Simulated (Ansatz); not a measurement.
# H14N2Si4Sn: a ladder of functionals and wavefunction methods

An exercise on one series of results from a longer session: the logs are not shown, and one member is left open.

Method: functionals in def2-TZVPP, the program's frozen cores in correlated methods; program: Ansatz 0.2.0, Gaussian basis.

The runs, in order: LDA (SPW92), PBE-D4, revPBE-D4, BLYP-D4, r2SCAN-D4, B97M-V, PBE0-D4, B3LYP-D4, r2SCANh-D4, r2SCAN0-D4, HSE06-D4, BHLYP-D4, CAM-B3LYP-D4, LC-ωPBE, ωB97X-V, ωB97M-V, B2PLYP, PBE-QIDH; CCSD(T)/def2-SVP; CCSD(T)/def2-TZVPP; MP2/def2-QZVPP; extrapolation to the limit; RPA on PBE.

1 further run of the same task is left out (for a known fault of the program). Runs told in other sessions of the task aren't counted.

### The relaxed structure

An earlier PBE0-D4 in a triple-zeta def2 set relaxation fixed the geometry. Sn takes the def2 core potential; no spin-orbit term is included.

SMILES `[SiH3][N]([SiH3])[SnH2][N]([SiH3])[SiH3]`, 21 atoms, charge 0, spin multiplicity 1.

Atoms are counted from 1 here; the program's logs count them from 0.

Bond lengths: Si1–N2 1.727 Å, Si1–H8 1.488 Å, Si1–H9 1.489 Å, Si1–H10 1.490 Å, N2–Si3 1.730 Å, N2–Sn4 2.034 Å, Si3–H11 1.490 Å, Si3–H12 1.488 Å, Si3–H13 1.489 Å, Sn4–N5 2.034 Å, Sn4–H14 1.701 Å, Sn4–H15 1.701 Å, N5–Si6 1.727 Å, N5–Si7 1.730 Å, Si6–H16 1.489 Å, Si6–H17 1.490 Å, Si6–H18 1.488 Å, Si7–H19 1.490 Å and more. Angles: N2–Si1–H8 109.9°, N2–Si1–H9 109.2°, N2–Si1–H10 112.5°, H8–Si1–H9 109.6°, H8–Si1–H10 107.7°, H9–Si1–H10 107.9°, Si1–N2–Si3 120.8°, Si1–N2–Sn4 121.8°, Si3–N2–Sn4 117.2°, N2–Si3–H11 108.0°, N2–Si3–H12 112.4°, N2–Si3–H13 111.0°, H11–Si3–H12 108.5°, H11–Si3–H13 109.0°, H12–Si3–H13 107.9°, N2–Sn4–N5 103.7°, N2–Sn4–H14 106.8°, N2–Sn4–H15 110.9° and more.

As a file:

```xyz
21
charge 0, multiplicity 1
Si    1.45752   -2.20846   -1.50213
N     0.27010   -0.97779   -1.26251
Si    0.25987    0.44606   -2.24491
Sn   -1.07589   -1.06792    0.26008
N    -0.66936    0.59181    1.36317
Si   -1.84049    1.83785    1.60412
Si    0.94859    0.77421    1.94827
H     1.80479   -2.83810   -0.19940
H     2.67693   -1.60074   -2.10296
H     0.98564   -3.28767   -2.41440
H    -1.01236    1.17628   -1.98460
H     1.39652    1.35545   -1.93675
H     0.33184    0.09744   -3.69064
H    -0.72778   -2.48091    1.14096
H    -2.66448   -0.89877   -0.32312
H    -1.15353    3.15793    1.65986
H    -2.60331    1.66630    2.87224
H    -2.81774    1.83236    0.48209
H     1.62642   -0.54901    1.85499
H     0.95141    1.22386    3.36768
H     1.73081    1.76051    1.15485
```

The first run:

The input, in.yaml:

```yaml
crystal:
  periodic: [false, false, false]
  atoms:
    - {symbol: Si, position_ang: [1.457518, -2.208456, -1.502132]}
    - {symbol: N, position_ang: [0.270105, -0.977794, -1.262509]}
    - {symbol: Si, position_ang: [0.259874, 0.446056, -2.244911]}
    - {symbol: Sn, position_ang: [-1.075889, -1.067924, 0.260081]}
    - {symbol: N, position_ang: [-0.669356, 0.591811, 1.363174]}
    - {symbol: Si, position_ang: [-1.840487, 1.837847, 1.604122]}
    - {symbol: Si, position_ang: [0.948590, 0.774213, 1.948272]}
    - {symbol: H, position_ang: [1.804787, -2.838100, -0.199401]}
    - {symbol: H, position_ang: [2.676926, -1.600744, -2.102960]}
    - {symbol: H, position_ang: [0.985637, -3.287669, -2.414400]}
    - {symbol: H, position_ang: [-1.012359, 1.176284, -1.984601]}
    - {symbol: H, position_ang: [1.396519, 1.355447, -1.936750]}
    - {symbol: H, position_ang: [0.331840, 0.097440, -3.690638]}
    - {symbol: H, position_ang: [-0.727784, -2.480914, 1.140958]}
    - {symbol: H, position_ang: [-2.664477, -0.898765, -0.323123]}
    - {symbol: H, position_ang: [-1.153529, 3.157929, 1.659859]}
    - {symbol: H, position_ang: [-2.603311, 1.666304, 2.872243]}
    - {symbol: H, position_ang: [-2.817739, 1.832364, 0.482088]}
    - {symbol: H, position_ang: [1.626420, -0.549007, 1.854995]}
    - {symbol: H, position_ang: [0.951409, 1.223865, 3.367684]}
    - {symbol: H, position_ang: [1.730806, 1.760511, 1.154851]}
basis:
  gaussian: {orbitals: def2-TZVPP}
hamiltonian: {xc: lda}
output: {orbitals: {seedname: orbitals}}
```

Command:

```sh
> ansatz run in.yaml --threads 4 --pin off --events-out ev --progress --plain --max-ram 41984MiB --backend cuda --devices 0, --max-vram 37GiB
```

Steps of the session up to this table: LDA; PBE-D4 (GGA); revPBE-D4 (GGA); BLYP-D4 (GGA); r2SCAN-D4 (meta-GGA); B97M-V (meta-GGA); B3LYP-D4 (hybrid); r2SCANh-D4 (hybrid); r2SCAN0-D4 (hybrid); HSE06-D4 (hybrid); BHLYP-D4 (hybrid); CAM-B3LYP-D4 (range-separated); LC-ωPBE (range-separated); ωB97X-V (range-separated); ωB97M-V (range-separated); B2PLYP (double hybrid); PBE-QIDH (double hybrid).

One table of the session follows, with a row left open; its other results are not shown here.

It belongs to the step «Orbital energies across the functionals». 

```
  functional  HOMO (eV)  gap (eV)
 LDA (SPW92)      -6.28      4.37
      PBE-D4      -6.20      4.54
   revPBE-D4      -6.16      4.60
     BLYP-D4      -6.07      4.55
   r2SCAN-D4      -6.49      5.11
      B97M-V      -6.70      5.14
     PBE0-D4      -7.46      6.70
    B3LYP-D4      -7.24      6.28
  r2SCANh-D4      -6.96      5.89
  r2SCAN0-D4      -7.67      7.07
    HSE06-D4      -7.07      5.93
    BHLYP-D4      -8.66      8.82
CAM-B3LYP-D4          ?         ?
     LC-ωPBE     -10.13     11.52
     ωB97X-V      -9.81     11.01
     ωB97M-V      -9.71     10.59
```

**Question.** Estimate the row for CAM-B3LYP-D4.

As computed: HOMO (eV): -8.79; gap (eV): 9.07. In the column «HOMO (eV)» it lies between ωB97M-V (-9.71) and BHLYP-D4 (-8.66).
